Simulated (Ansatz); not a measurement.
# Nb₄AlN₃, space group P6_3/mmc: a report of symmetry and cells

With Ansatz 0.2.0 through its Python package.

Run as a notebook:

In [1]:
```python
import ansatz as az
import numpy as np
```

In [2]:
```python
xtal = (
    az.Lattice.from_parameters(3.0063, 3.0063, 25.667, alpha=90, beta=90, gamma=120)
    .space_group(194)
    .atom("Al", [2 / 3, 1 / 3, 0.75])
    .atom("Nb", [2 / 3, 1 / 3, 0.9449])
    .atom("Nb", [2 / 3, 1 / 3, 0.3369])
    .atom("N", [0.0, 0.0, 0.0])
    .atom("N", [0.0, 0.0, 0.8913])
)
```

In [3]:
```python
read = xtal.crystallographic_orbits()
print("group", read["space_group"], read["hermann_mauguin"], "conventional content", read["formula"])
print("orbits:", [orbit["symbol"] + " " + str(orbit["wyckoff"]) for orbit in read["orbits"]])
for pair in read["least_distances"]:
    print(f"  shortest {pair['first']}-{pair['second']}: {pair['distance_ang']:.3f} A")
print("atoms in the primitive and conventional cells:", len(xtal.primitive().resolved().sites), len(xtal.conventional().resolved().sites))
built = xtal.resolved()
vectors = np.array(built.lattice.vectors)
print("cell vectors (A)")
print(vectors.round(4) + 0.0)
for index, site in enumerate(built.sites):
    print(index, site.symbol, np.round(site.position, 4) + 0.0)
try:
    print({label: tuple(round(v, 4) for v in k) for label, k in az.high_symmetry_points(vectors.tolist()).items()})
except Exception as error:
    print("no labels:", error)
```
```text
group 194 P63/mmc conventional content Al2Nb8N6
orbits: ['Al 2c', 'Nb 4f', 'Nb 4f', 'N 2a', 'N 4e']
  shortest Al-Al: 3.006 A
  shortest Al-Nb: 2.826 A
  shortest Al-N: 4.021 A
  shortest Nb-Nb: 3.006 A
  shortest Nb-N: 2.215 A
  shortest N-N: 2.790 A
atoms in the primitive and conventional cells: 16 16
cell vectors (A)
[[ 3.0063  0.      0.    ]
 [-1.5031  2.6035  0.    ]
 [ 0.      0.     25.667 ]]
0 Al [0.6667 0.3333 0.75  ]
1 Al [0.3333 0.6667 0.25  ]
2 Nb [0.6667 0.3333 0.9449]
3 Nb [0.3333 0.6667 0.0551]
4 Nb [0.3333 0.6667 0.4449]
5 Nb [0.6667 0.3333 0.5551]
6 Nb [0.6667 0.3333 0.3369]
7 Nb [0.3333 0.6667 0.6631]
8 Nb [0.3333 0.6667 0.8369]
9 Nb [0.6667 0.3333 0.1631]
10 N [0. 0. 0.]
11 N [0.  0.  0.5]
12 N [0.     0.     0.8913]
13 N [0.     0.     0.1087]
14 N [0.     0.     0.3913]
15 N [0.     0.     0.6087]
{'A': (0.0, 0.0, 0.5), 'H': (0.3333, 0.3333, 0.5), 'K': (0.3333, 0.3333, 0.0), 'L': (0.5, 0.0, 0.5), 'M': (0.5, 0.0, 0.0), 'Γ': (0.0, 0.0, 0.0)}
```

The structure comes from a database and needn't be a stable phase.
